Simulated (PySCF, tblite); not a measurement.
**C₂H₆BN₂Si radical: geometry, infrared bands and EPR parameters**

Aim: predict the infrared bands and EPR parameters of C₂H₆BN₂Si radical (`C#C[SiH]NBN`).

The runs use tblite 0.8.0 and PySCF 2.14.0, with density-fitted response routines of our own; the level of theory stands in each step. All values are computed, except where a source is named. Atoms count from 0, in the outputs and in this text.

### 1 Starting geometry

12 atoms, charge 0, multiplicity 2; geometry from: force field or distance geometry start.

Bonds of the start (Å): C0–C1 1.20, C1–Si2 1.82, Si2–N3 1.80, N3–B4 1.51, B4–N5 1.52, C0–H6 1.06, Si2–H7 1.47, N3–H8 1.05, B4–H9 1.18, N5–H10 1.05, N5–H11 1.05.

### 2 Geometry optimisation with GFN2-xTB

Job settings and geometry (Å):

```
{"job": {"kind": "relax", "xc": "GFN2-xTB", "basis": "xTB"}, "charge": 0, "multiplicity": 2}
C      2.667100     1.091000    -0.333600
C      1.978700     0.156300    -0.012100
Si     0.971500    -1.270000     0.498300
N     -0.700700    -0.704400     0.858200
B     -1.393400    -0.409100    -0.447800
N     -1.912100     0.994200    -0.742000
H      3.251600     1.924400    -0.626700
H      1.555200    -1.878700     1.697900
H     -1.201400    -1.521300     1.297600
H     -1.552900    -1.261900    -1.254900
H     -1.092800     1.639700    -0.667600
H     -2.569700     1.239100     0.034200
```

The run is started by

```sh
OMP_NUM_THREADS=1 python probes_run.py task.json out
```

This one command runs all jobs of the session in turn.

**Question.** This job is followed by: GFN2-xTB harmonic vibrations, gas phase; UKS B3LYP, pcH-1 on B C H N Si, non-relativistic, mean-field spin-orbit, GIAO. Predict these results of the whole session: strongest single infrared mode (GFN2-xTB); zero-point energy (GFN2-xTB); g(iso) (B3LYP); ⟨S²⟩; largest a(iso) (averaged by class); potential on the surface of density 0.002 e/bohr³, 1st and 99th percentile.

As calculated:

```
                                                                  quantity                    value
                                 strongest single infrared mode (GFN2-xTB)    2250 cm⁻¹, 383 km/mol
                                              zero-point energy (GFN2-xTB)            50.8 kcal/mol
                                                            g(iso) (B3LYP)                  2.00248
                                                                      ⟨S²⟩       0.754 (exact 0.75)
                                        largest a(iso) (averaged by class)  29Si on Si2, -510.9 MHz
potential on the surface of density 0.002 e/bohr³, 1st and 99th percentile       -0.81 V and 1.72 V
```

In words: Relaxing lowered the energy by 1.763 eV in 103 steps; the close pair that moved most is B4–N5, from 1.525 to 1.391 Å. The lowest mode is slightly imaginary (14i cm⁻¹), a soft motion within the noise of the Hessian, so the minimum is not strictly shown. The strongest single mode, at 2250 cm⁻¹, moves mainly H7. Unscaled tight-binding wavenumbers are off by several per cent, some by more. Its intensities can rank the bands wrongly. Most of the unpaired spin sits on Si2 (0.81 e). The isotropic g lies 0.2 ppt above the free-electron value. These values are for one conformer; the search (at its own cheap level) found 2 more, at 0.69, 0.82 kcal/mol, and measured spectra average over such forms.
